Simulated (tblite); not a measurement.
# C30H30S3Si2: the cost of one run

Computed with tblite 0.8.0 and PySCF 2.14.0 and routines of our own; the level stands in each step. Atoms count from 0.

## Step 1: The system as given

65 atoms, charge 0, multiplicity 1; geometry from: force field, distance geometry or constructed start.

## Step 2: Optimising the geometry with GFN2-xTB

The job: settings as JSON, then the geometry in Å.

```
{"job": {"kind": "relax", "xc": "GFN2-xTB", "basis": "xTB"}, "charge": 0, "multiplicity": 1}
C     -6.960300    -0.706800     2.530600
Si    -6.306500     0.904600     1.867100
C     -5.641500     1.961800     3.247100
C     -7.564400     1.825900     0.857500
C     -4.927500     0.433600     0.673800
S     -3.357700     1.063700     1.046900
C     -2.606200     0.336600    -0.313300
C     -1.197200     0.536200    -0.548300
S     -0.037900    -0.397600     0.315800
C      1.288200     0.344600    -0.480100
C      2.634900    -0.038200    -0.144600
S      3.310500    -1.469200    -0.803700
C      4.839400    -1.249600    -0.008400
Si     6.132200    -2.590200    -0.350700
C      6.550300    -3.304500     1.312400
C      7.572800    -1.714800    -1.118400
C      5.449500    -3.887000    -1.483200
C      4.813600    -0.089600     0.738900
C      5.897800     0.378000     1.501500
C      5.617800     1.583900     2.177500
C      4.360100     2.267600     2.100400
C      3.266600     1.807200     1.338200
C      3.549100     0.613200     0.671300
C      0.854200     1.280900    -1.394500
C      1.719700     2.051000    -2.191800
C      1.013700     2.934700    -3.035800
C     -0.404700     3.046800    -3.076600
C     -1.275400     2.277200    -2.271100
C     -0.582500     1.394400    -1.434400
C     -3.520700    -0.375600    -1.048900
C     -3.189000    -1.076000    -2.221800
C     -4.308700    -1.720100    -2.794700
C     -5.624800    -1.667100    -2.248400
C     -5.956800    -0.965200    -1.065300
C     -4.855200    -0.317600    -0.494800
H     -6.177800    -1.278800     3.026200
H     -7.759300    -0.524600     3.260100
H     -7.384600    -1.323900     1.733800
H     -5.220400     2.894500     2.866700
H     -6.455300     2.234000     3.941400
H     -4.875600     1.444200     3.828900
H     -8.388100     2.149700     1.497400
H     -7.118200     2.708700     0.392700
H     -7.979300     1.194800     0.068700
H      7.277400    -4.118000     1.209900
H      5.662100    -3.720500     1.796900
H      6.988500    -2.560000     1.980000
H      7.277300    -1.204000    -2.044800
H      8.367800    -2.427300    -1.377200
H      8.007200    -0.967600    -0.449900
H      6.199900    -4.669300    -1.670100
H      4.580300    -4.383400    -1.053600
H      5.162700    -3.469600    -2.453500
H      6.858500    -0.107800     1.583800
H      6.398300     2.021700     2.795800
H      4.246300     3.192500     2.664000
H      2.333200     2.334400     1.298700
H      2.802700     1.993300    -2.186000
H      1.599100     3.576600    -3.699300
H     -0.845600     3.766400    -3.768400
H     -2.355300     2.381100    -2.319100
H     -2.199200    -1.136700    -2.657500
H     -4.153500    -2.295400    -3.708200
H     -6.416600    -2.200300    -2.768100
H     -6.964900    -0.948200    -0.686400
```

On the command line:

```sh
$ OMP_NUM_THREADS=2 python large_run.py task.json out
```

This one command runs all jobs of the session in turn.

**Question.** How long does this first job take on 2 threads of Intel Xeon Platinum 8488C, shared host, and how much memory does it need?

About 78 s, with a peak of 0.2 GiB.
